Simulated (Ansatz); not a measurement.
# BCl2HO: the cost of one run

Method: RKS r2SCANh-D4/def2-SVP, in Ansatz 0.2.0.

## Step 1: The structure to begin with

Bond lengths: O1–B2 1.475 Å, B2–Cl3 1.835 Å, B2–Cl4 1.797 Å, O1–H5 1.027 Å. Angles: O1–B2–Cl3 119.3°, O1–B2–Cl4 119.9°, Cl3–B2–Cl4 120.8°, B2–O1–H5 101.2°.

Coordinates:

```xyz
5

O     1.0692    0.5799   -0.0749
B    -0.1097   -0.3064   -0.0893
Cl   -0.3861   -1.4544    1.3147
Cl   -1.1949   -0.3284   -1.5215
H     0.6714    1.4356    0.3296
```

## Step 2: Preparing the start

The input, input.yaml:

```yaml
crystal:
  periodic: [false, false, false]
  atoms:
    - { symbol: O, position_ang: [1.0692, 0.5799, -0.0749] }
    - { symbol: B, position_ang: [-0.1097, -0.3064, -0.0893] }
    - { symbol: Cl, position_ang: [-0.3861, -1.4544, 1.3147] }
    - { symbol: Cl, position_ang: [-1.1949, -0.3284, -1.5215] }
    - { symbol: H, position_ang: [0.6714, 1.4356, 0.3296] }
basis:
  gaussian: { orbitals: def2-SVP }
hamiltonian:
  xc: r2scanh
  dispersion: d4
relax:
  f_tol: 0.02
  max_steps: 40
```

Command:

```
$ ansatz run input.yaml --threads 1 --pin off --max-ram 2048MiB --backend cpu --events-out ev --progress --plain --runs-dir out
```

Q: Estimate wall time and peak memory on 1 thread of Arm Neoverse V2, shared host.

About 27 s, with a peak of 0.14 GiB.
